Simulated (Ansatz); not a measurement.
**FH₆NOSi₂: a ladder of functionals and wavefunction methods**

How much do the methods differ for FH₆NOSi₂? The plan is to run it at one geometry with functionals of several rungs and with coupled cluster. The yardstick is the atomisation energy at the CCSD(T) limit.

Program: Ansatz 0.2.0, Gaussian basis. Level of theory: functionals in def2-TZVPP, the program's frozen cores in correlated methods. These are calculated values, not measurements.

The runs, in order: PBE-D4, r2SCAN-D4, PBE0-D4, B3LYP-D4, ωB97X-V, ωB97M-V, B2PLYP; CCSD(T)/def2-TZVPP; MP2/def2-QZVPP; extrapolation to the limit.

### Step 1. The geometry

An earlier PBE0-D4 in a triple-zeta def2 set relaxation fixed the geometry.

SMILES `O[SiH](F)N[SiH3]`, 11 atoms, charge 0, spin multiplicity 1.

Atoms are counted from 1 here; the program's logs count them from 0.

Bond lengths: O1–Si2 1.628 Å, O1–H6 0.959 Å, Si2–F3 1.597 Å, Si2–N4 1.705 Å, Si2–H7 1.472 Å, N4–Si5 1.737 Å, N4–H8 1.010 Å, Si5–H9 1.486 Å, Si5–H10 1.486 Å, Si5–H11 1.484 Å. Angles: Si2–O1–H6 118.2°, O1–Si2–F3 111.6°, O1–Si2–N4 113.1°, O1–Si2–H7 104.7°, F3–Si2–N4 103.7°, F3–Si2–H7 108.1°, N4–Si2–H7 115.6°, Si2–N4–Si5 128.4°, Si2–N4–H8 116.4°, Si5–N4–H8 115.0°, N4–Si5–H9 112.2°, N4–Si5–H10 106.9°, N4–Si5–H11 111.0°, H9–Si5–H10 108.7°, H9–Si5–H11 108.2°, H10–Si5–H11 109.7°.

Coordinates:

```
O    -2.0913    1.4207   -0.4225
Si   -0.4984    1.2552   -0.1296
F    -0.1734    1.3524    1.4310
N     0.1092   -0.2747   -0.5745
Si    1.1184   -1.3456    0.3481
H    -2.6819    0.7284   -0.1198
H     0.1263    2.4065   -0.8003
H    -0.0990   -0.5855   -1.5123
H     0.3742   -2.0099    1.4501
H     1.6129   -2.3875   -0.5889
H     2.2683   -0.6170    0.9393
```

### Step 2. PBE-D4 (GGA)

File in.yaml:

```yaml
crystal:
  periodic: [false, false, false]
  atoms:
    - {symbol: O, position_ang: [-2.091280, 1.420680, -0.422489]}
    - {symbol: Si, position_ang: [-0.498380, 1.255165, -0.129587]}
    - {symbol: F, position_ang: [-0.173387, 1.352367, 1.430979]}
    - {symbol: N, position_ang: [0.109229, -0.274683, -0.574503]}
    - {symbol: Si, position_ang: [1.118357, -1.345585, 0.348104]}
    - {symbol: H, position_ang: [-2.681879, 0.728422, -0.119780]}
    - {symbol: H, position_ang: [0.126267, 2.406494, -0.800275]}
    - {symbol: H, position_ang: [-0.099012, -0.585540, -1.512277]}
    - {symbol: H, position_ang: [0.374245, -2.009863, 1.450095]}
    - {symbol: H, position_ang: [1.612894, -2.387493, -0.588935]}
    - {symbol: H, position_ang: [2.268345, -0.616965, 0.939269]}
basis:
  gaussian: {orbitals: def2-TZVPP}
hamiltonian: {xc: pbe, dispersion: d4}
output: {forces: true, orbitals: {seedname: orbitals}}
```

Run with:

```console
ansatz run in.yaml --threads 4 --pin off --events-out ev --progress --plain --max-ram 10444MiB
```

The runs that follow: r2SCAN-D4 (meta-GGA); PBE0-D4 (hybrid); B3LYP-D4 (hybrid); ωB97X-V (range-separated); ωB97M-V (range-separated); B2PLYP (double hybrid); CCSD(T) in def2-TZVPP; MP2 in def2-QZVPP.

Q: Predict the results of all the runs planned. Wanted: atomisation energy, CCSD(T)/CBS; farthest; mean size of error, hybrid; mean size of error, range-separated; gap, smallest and largest; T1 diagnostic; triples share of the correlation energy.

**Answer**, as computed:

| quantity | value |
| --- | --- |
| atomisation energy, CCSD(T)/CBS | 954.8 kcal/mol |
| functionals within 4.8 kcal/mol (0.5 %) | ωB97X-V, ωB97M-V |
| farthest | PBE0-D4 (-20.1 kcal/mol) |
| mean size of error, hybrid | 13.8 kcal/mol |
| mean size of error, range-separated | 0.9 kcal/mol |
| gap, smallest and largest | 5.90 eV (PBE-D4), 12.48 eV (ωB97X-V) |
| T1 diagnostic | 0.0113 |
| triples share of the correlation energy | 3.2 % |

What this shows: PBE-D4 is off by -5.3 kcal/mol. Double hybrids carry the basis error of their MP2 part in triple zeta, and no dispersion term here, so their miss is partly the set-up's. Misses under about 4.8 kcal/mol are within the doubt on the reference itself, which lacks core-valence correlation, relativity and higher excitations. Hartree-Fock recovers 72 % of the binding; the rest is correlation. Orbital gaps span 5.9 to 12.5 eV; exact exchange widens them.
